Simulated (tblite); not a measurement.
# BrF2Se: the cost of one run

Programs: tblite 0.8.0 and PySCF 2.14.0. All values are calculated, for the isolated system unless a continuum is named. Atoms count from 0, parts from 1.

## Step 1: The system as given

4 atoms, charge -1, multiplicity 1; geometry: rigid parts in contact. Parts: 1 = atoms 0–2, `F[Se]F`, charge 0; 2 = atom 3, `[Br-]`, charge -1.

## Step 2: Search for minima with GFN2-xTB

The job: settings as JSON, then the geometry in Å.

```
{"job": {"kind": "dock", "xc": "GFN2-xTB", "basis": "xTB"}, "charge": -1, "multiplicity": 1, "parts": [{"atoms": "0-2", "charge": 0, "multiplicity": 1}, {"atoms": "3-3", "charge": -1, "multiplicity": 1}]}
F     -0.061111     0.838215    -1.093682
Se     0.045766    -0.757489    -0.283151
F      0.015345    -0.080726     1.376834
Br     0.666342    -3.477565     1.140878
```

With the program's defaults for keys left out, this is: GFN2-xTB search for minima from random contacts, gas phase.

Started as:

```
$ OMP_NUM_THREADS=1 python cluster_run.py task.json out
```

One launch serves the whole session: the jobs run in the order shown.

Q: Estimate the wall time of this first job on 1 thread of AMD EPYC 7R43, shared host.

About 1.5 s.
